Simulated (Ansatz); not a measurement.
# MnI2: the cost of one run

Program: Ansatz 0.2.0. Level of theory: DFT r²SCAN+U (U = 2 eV, J = 0.9 eV on Mn d), plane waves, PAW. These are calculated values, not measurements.

The COD entry's cell or inner coordinates are ideal or old and differ from later refinements, so a difference from it is no clean test against experiment.

### Step 1. The starting structure

The structure is trigonal, space group P-3m1 (No. 164). Conventional cell: a = 4.160 Å, b = 4.160 Å, c = 6.820 Å, α = 90.00°, β = 90.00°, γ = 120.00°. Around Mn (site symmetry -3m) lie 6 I at 2.95 Å. I (site symmetry 3m) has 3 Mn at 2.95 Å in its first shell of neighbours.

Structure file:

```xyz
6
Lattice="4.1600 0.0000 0.0000 -2.0800 3.6027 0.0000 0.0000 0.0000 13.6400" Properties=species:S:1:pos:R:3 pbc="T T T"
Mn    0.0000    0.0000    0.0000
I     0.0000    2.4018    1.7050
I     2.0800    1.2009    5.1150
Mn    0.0000    0.0000    6.8200
I     0.0000    2.4018    8.5250
I     2.0800    1.2009   11.9350
```

Magnetic order typed: antiferromagnetic, doubled cell 0 0 1/2.

An earlier series on this cell reached its lowest free state from «from atoms, symmetry kept, no search», perhaps among other starts.

### Step 2. From atoms, default search

The input, input.yaml:

```yaml
crystal:
  lattice:
    - [4.16000132, 0.0, 0.0]
    - [-2.08000066, 3.60266682, 0.0]
    - [0.0, 0.0, 13.6399982]
  atoms:
    - { symbol: Mn, position: [0.0, 0.0, 0.0], spin: 5.0 }
    - { symbol: I, position: [0.3333333333, 0.6666666667, 0.125] }
    - { symbol: I, position: [0.6666666667, 0.3333333333, 0.375] }
    - { symbol: Mn, position: [0.0, 0.0, 0.5], spin: -5.0 }
    - { symbol: I, position: [0.3333333333, 0.6666666667, 0.625] }
    - { symbol: I, position: [0.6666666667, 0.3333333333, 0.875] }
basis:
  ecutwfc: 500
  ecutrho_ratio: 4
kpoints:
  mp_grid: { grid: [5, 5, 2] }
hamiltonian:
  xc: r2scan
  hubbard:
    sites:
      - { site: 0, l: d, u: 2.0, j: 0.9 }
      - { site: 3, l: d, u: 2.0, j: 0.9 }
scf:
  occupations: { method: gaussian, width: 0.05 }
output:
  forces: true
  stress: true
  eigenvalues: true
  populations: true
  hubbard: { sites: [{ site: 0, l: d }, { site: 3, l: d }] }
  write_density: true
  write_potential: true
  elf: true
  volumetric_format: npy
magnetization:
  spin_polarized: true
```

Started as:

```sh
ansatz run input.yaml --threads 8 --pin off --max-ram 12288MiB --backend cpu --events-out ev --progress --plain --runs-dir out
```

Q: Estimate wall time and peak memory on 8 threads of Arm Neoverse V1, shared host.

About 19 s, with a peak of 1.5 GiB.
